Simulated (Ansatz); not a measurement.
Runs of Ansatz 0.2.0 on Hf2Pd2Se2Br2O3. Symmetry: Cm, No. 8, monoclinic system. Conventional cell: a = 15.354 Å, b = 3.419 Å, c = 13.208 Å, α = 90.00°, β = 107.63°, γ = 90.00°. Hf (site symmetry m) is surrounded by 3 O at 1.97 to 2.13 Å. Around Hf (site symmetry m) lie 3 O at 1.87 to 2.09 Å. Pd (site symmetry m) has 2 O at 2.23 Å and 2 Se at 2.41 Å as nearest neighbours. Pd (site symmetry m) is surrounded by 4 Se at 2.42 to 2.60 Å. Around Se (site symmetry m) lie 2 Pd at 2.42 Å and 1 Hf at 2.76 Å. Se (site symmetry m) has 4 Pd at 2.41 to 2.60 Å as nearest neighbours. Br (site symmetry m) has 3 Hf at 2.82 to 3.06 Å and 3 O at 3.21 to 3.22 Å as nearest neighbours. Br (site symmetry m) has 2 Hf at 2.73 Å as nearest neighbours. The cell was built by a generator and needn't be a form met in nature.

| task | cell | k mesh | target pressure (GPa) | points for each segment of the path | gap on the mesh (eV) | pressure (GPa) | largest force (eV/Å) |
| --- | --- | --- | --- | --- | --- | --- | --- |
| relaxation of cell and atoms | relaxed to 2 GPa | 6 × 6 × 2 | 2 | - | (a) | 2.0 | 0.01 |
| atomic charges | as given | 8 × 8 × 2 | - | - | 0.84 | 0.0 | 0.01 |
| electric field gradients | as given | 8 × 8 × 2 | - | - | 0.84 | 0.0 | 0.01 |
| relaxation of cell and atoms | relaxed to 5 GPa | 6 × 6 × 2 | 5 | - | 0.57 | 5.0 | - |
| band structure | as given | 8 × 8 × 2 | - | 10 | 0.84 | 0.0 | 0.01 |

Alike in all rows: level PBE; potentials or basis Ansatz PAW; no spin polarisation; cutoff (eV) 420; smearing fermi-dirac 0.05 eV.

Q: Estimate the missing entries.

A: (a) 0.56.

Caveats: spin-orbit coupling is left out, which moves the levels of the heavy elements; the plane-wave basis is chosen anew once the cell has moved, so the energies of steps on either side of that aren't comparable (some runs); the k mesh misses the band edges, so the gap on the mesh is wider than the one along the path (some runs).

A k mesh can miss the band edges, and the runs leave out spin-orbit coupling on Br, Hf, Pd, Se.
